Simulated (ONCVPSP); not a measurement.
# Pseudopotential generation for dysprosium: ONCV, LDA (Perdew-Wang 92)

Do these settings give a usable potential? It is generated, then checked for transferability, scattering, ghosts and hardness.

The numbers are computed with ONCVPSP 4.0.1 (LDA (Perdew-Wang 92), non-relativistic, spin-unpolarised reference atom).

## Step 1: The atom and the settings

The settings as typed:

```json
{"element": "dysprosium (Dy, Z = 66)", "type": "optimised norm-conserving Vanderbilt (ONCV)", "frozen core": "[Kr] 4d10", "valence charge": "20", "reference configuration": "4f10 5s2 5p6 6s2", "partial waves": "5s+6s: rc 1.85 bohr, ncon 4, nbas 7, qcut 6.4 1/bohr, 2 projectors; 5p: rc 1.60 bohr, ncon 4, nbas 7, qcut 6.2 1/bohr, 1 projector; d scattering state at 0.34 Ha: rc 2.00 bohr, ncon 4, nbas 8, qcut 5.1 1/bohr, 1 projector; 4f: rc 1.25 bohr, ncon 3, nbas 8, qcut 11.2 1/bohr, 2 projectors, debl 1.9 Ha", "local potential": "polynomial inside 1.10 bohr (lpopt 5, dvloc0 0 Ha)", "core correction": "Teter function fitted to the true core (icmod 2), fcfact 0.25"}
```

The outer shells as boxes (Hund's rule for the drawing; the calculation is spin-unpolarised):

```
[Kr] core
4d [↑↓][↑↓][↑↓][↑↓][↑↓]
4f [↑↓][↑↓][↑↓][↑ ][↑ ][↑ ][↑ ]
5s [↑↓]
5p [↑↓][↑↓][↑↓]
6s [↑↓]
```

## Step 2: Generating the potential

File Dy.dat:

```
# ATOM AND REFERENCE CONFIGURATION
# atsym  z   nc   nv     iexc    psfile
  Dy 66.00    9    4  -001012      upf
#
#   n    l    f
    1    0    2.00
    2    0    2.00
    2    1    6.00
    3    0    2.00
    3    1    6.00
    3    2   10.00
    4    0    2.00
    4    1    6.00
    4    2   10.00
    4    3   10.00
    5    0    2.00
    5    1    6.00
    6    0    2.00
#
# PSEUDOPOTENTIAL AND OPTIMIZATION
# lmax
    3
#
#   l,   rc,      ep,       ncon, nbas, qcut
    0    1.85    0.00    4    7    6.40
    1    1.60    0.00    4    7    6.20
    2    2.00    0.34    4    8    5.10
    3    1.25    0.00    3    8   11.20
#
# LOCAL POTENTIAL
# lloc, lpopt,  rc(5),   dvloc0
    4    5    1.10    0.00
#
# VANDERBILT-KLEINMAN-BYLANDER PROJECTORs
# l, nproj, debl
    0    2    2.30
    1    1    2.00
    2    1    0.70
    3    2    1.90
#
# MODEL CORE CHARGE
# icmod, fcfact, rcfact
    2    0.25    0.85
#
# LOG DERIVATIVE ANALYSIS
# epsh1, epsh2, depsh
   -3.00    5.00    0.02
#
# OUTPUT GRID
# rlmax, drl
    6.00    0.01
#
# TEST CONFIGURATIONS
# ncnf
    4
# nvcnf
#   n    l    f
    4
    4    3   10.00
    5    0    2.00
    5    1    6.00
    6    0    1.00
#
    4
    4    3   10.00
    5    0    2.00
    5    1    6.00
    6    0    0.00
#
    4
    4    3    9.00
    5    0    2.00
    5    1    6.00
    6    0    0.00
#
    4
    4    3   10.00
    5    0    1.00
    5    1    6.00
    6    0    2.00
#
```

Run with:

```bash
$ oncvpspnr.x < Dy.dat > Dy.out
```

Before running it: what results should come out? Wanted: cutoffs for 1 and 0.1 mHa per electron, occupied waves; bound ghosts; GHOST(+) flags; largest phase difference near zero energy, channels read; rms error of d²Exc/dn², without and with the model core; projector energies reset by the program.

**Answer**, as computed:

```
                                                quantity              value
  cutoffs for 1 and 0.1 mHa per electron, occupied waves   65 Ha and 235 Ha
                                            bound ghosts    s at -113.52 eV
                                          GHOST(+) flags         p at 26 eV
largest phase difference near zero energy, channels read          0.034 rad
 rms error of d²Exc/dn², without and with the model core  5.85 and 2.46 mHa
                 projector energies reset by the program        d: 0.050 Ha
```

In words: It has a bound ghost (s), a state that the atom doesn't have, and that rules the file out. The potential is very hard: the looser tolerance needs 65 Ha. The tighter tolerance needs 235 Ha, and converged work needs a cutoff nearer that. At the looser tolerance the 4f wave is the slowest; 5p needs 18 Ha. Of the channels read, p scatters worst near zero energy, by up to 0.03 rad. The pseudo curves have a pole with no partner nearby in the atom's: p at 0.62 Ha. At positive energy that is a spurious or a displaced resonance. The program also flags highly localised states, GHOST(+) (p). A non-relativistic atom is unphysical at this Z; the numbers test the scheme, not the element. These are tests on the free atom; a crystal test is still owed.
